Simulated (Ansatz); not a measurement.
I need a ladder of methods at one geometry of CH5OSb, SMILES [CH3][SbH][OH]. Use Ansatz 0.2.0, Python API. Settings (for the species named): MP2, def2-SVP basis, multiplicity 1. The script varies method: mp2, ccsd, ccsd_t.

```xyz
8

C    -0.6969    0.8751   -0.3106
Sb    0.8455    0.0813    0.8754
O     0.0904   -1.7889    0.6228
H    -0.4219    1.9781   -0.5932
H    -1.6895    0.8938    0.2387
H    -0.8664    0.3371   -1.2499
H     1.9192   -0.0689   -0.5294
H     0.9119   -2.3648    0.8905
```

The script, `run_methods.py`:
```python
# -*- coding: utf-8 -*-
"""CH5OSb at several levels of theory."""

import ansatz as az

params = {
    "basis_set": "def2-SVP",
}

geometry_ang = [
    ("C", [-0.6969, 0.8751, -0.3106]),
    ("Sb", [0.8455, 0.0813, 0.8754]),
    ("O", [0.0904, -1.7889, 0.6228]),
    ("H", [-0.4219, 1.9781, -0.5932]),
    ("H", [-1.6895, 0.8938, 0.2387]),
    ("H", [-0.8664, 0.3371, -1.2499]),
    ("H", [1.9192, -0.0689, -0.5294]),
    ("H", [0.9119, -2.3648, 0.8905]),
]
mol = az.Crystal.molecule()
for symbol, xyz in geometry_ang:
    mol = mol.atom(symbol, xyz)

calculation = mol.calculation().basis(gaussian=params["basis_set"])

methods = ["mp2", "ccsd", "ccsd_t"]
reports = [calculation.correlation(m).run(threads=1, backend="cpu").report for m in methods]
print(f"Hartree-Fock reference {reports[0]['reference_energy_ev'] / 27.211386246:.6f} Ha")
best = reports[-1]["free_energy_ev"] - reports[-1]["reference_energy_ev"]
for method, each in zip(methods, reports):
    gained = each["free_energy_ev"] - each["reference_energy_ev"]
    print(f"{method:8s} total {each['free_energy_ev'] / 27.211386246:.6f} Ha  correlation {gained:9.4f} eV  ({100 * gained / best:.1f} % of the last)")
```

```console
$ python run_methods.py
Hartree-Fock reference -354.768682 Ha
mp2      total -355.235991 Ha  correlation  -12.7161 eV  (90.5 % of the last)
ccsd     total -355.271181 Ha  correlation  -13.6737 eV  (97.3 % of the last)
ccsd_t   total -355.285194 Ha  correlation  -14.0550 eV  (100.0 % of the last)
```

What to keep in mind:
- Total energies depend on the basis set; only differences at equal settings carry meaning.
- The geometry is a force-field or estimated start, not a minimum of this method, and the basis set is short of its limit. A lower total doesn't mark the better method: functionals have no common bound, and MP2 and coupled cluster aren't variational.
- def2 sets replace the cores of elements past krypton by effective core potentials.
- Inner cores stay frozen; a filled d shell under the valence of the heavier atoms is correlated with it.
- Wall time of the script: 14 s on 1 thread of Arm Neoverse V1 (shared host), peak memory 0.33 GiB.
